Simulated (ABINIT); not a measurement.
Crystal: SrTiO3.

```
O Sr Ti
1.0
     3.90000    0.00000    0.00000
     0.00000    3.90000    0.00000
     0.00000    0.00000    3.90000
O Sr Ti
3 1 1
Direct
  0.50000 0.50000 0.00000
  0.50000 0.00000 0.50000
  0.00000 0.50000 0.50000
  0.00000 0.00000 0.00000
  0.50000 0.50000 0.50000
```

The cell was built by a generator and needn't be a form met in nature.

```yaml
Program: ABINIT 10.8.3 (patched build)
Task: relaxation of cell and atoms
Functional: PBE
Potentials_or_basis: PseudoDojo NC SR PBE v0.4.1 standard
Cutoff: 1143 eV
k_mesh: 7 × 7 × 7
Occupations: fermi-dirac, width 0.05 eV
Spin: no spin polarisation
```

At the start: pressure 4.6 GPa; volume 11.86 Å³/atom.

Problem. How do energy, volume and symmetry change on relaxing?

Solution. Over 4 steps the energy falls by 4.3 meV/atom and the volume is 12.17 Å³/atom (+2.6 %); space group Pm-3m (No. 221, to 0.05 Å).

Step by step:
```csv
step,energy change (eV),largest force (eV/Å),pressure (GPa),volume (Å³)
1,0.0000,0.0000,4.62,59.32
2,-0.0173,0.0000,2.01,60.16
3,-0.0216,0.0000,0.07,60.83
4,-0.0217,0.0000,0.00,60.86
```

Final structure:
```
CELL_PARAMETERS angstrom
3.93340 0.00000 0.00000
0.00000 3.93340 0.00000
0.00000 0.00000 3.93340
ATOMIC_POSITIONS crystal
O 0.50000 0.50000 0.00000
O 0.50000 0.00000 0.50000
O 0.00000 0.50000 0.50000
Sr 0.00000 0.00000 0.00000
Ti 0.50000 0.50000 0.50000
```
